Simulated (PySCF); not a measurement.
# C5H3Cl2F3: the cost of one run

Programs: PySCF 2.14.0, with routines of our own; each step states its level. All values are computed. Atoms count from 0.

## 1. The system as given

13 atoms, charge 0, multiplicity 1; geometry from: GFN2-xTB.

## 2. Geometry optimisation at PBE0-D3(BJ)/def2-SVP

What the job is given:

```
{"job": {"xc": "PBE0", "basis": "def2-SVP", "d3": "d3bj", "grid": 2, "kind": "geom"}, "charge": 0, "multiplicity": 1}
C     -2.585543    -0.373292     0.663372
C     -1.580009    -0.037724    -0.138499
Cl    -1.913790     0.504361    -1.747654
C     -0.163080    -0.080196     0.220237
Cl     0.186060    -0.593016     1.823090
C      0.829370     0.250119    -0.613854
C      2.276737     0.205727    -0.237983
F      2.582790     1.018086     0.787841
F      2.692848    -1.022092     0.115901
F      3.049355     0.586079    -1.263706
H     -2.407545    -0.712963     1.667786
H     -3.605933    -0.314986     0.330398
H      0.634352     0.570384    -1.624655
```

On the command line:

```console
$ OMP_NUM_THREADS=1 python excited_run.py task.json out
```

The driver reads the jobs from task.json and runs them one after another.

Q: Estimate the wall time and peak memory of this first job on 1 thread of Intel Xeon Platinum 8488C, shared host.

About 2.1 min, with a peak of 0.82 GiB.
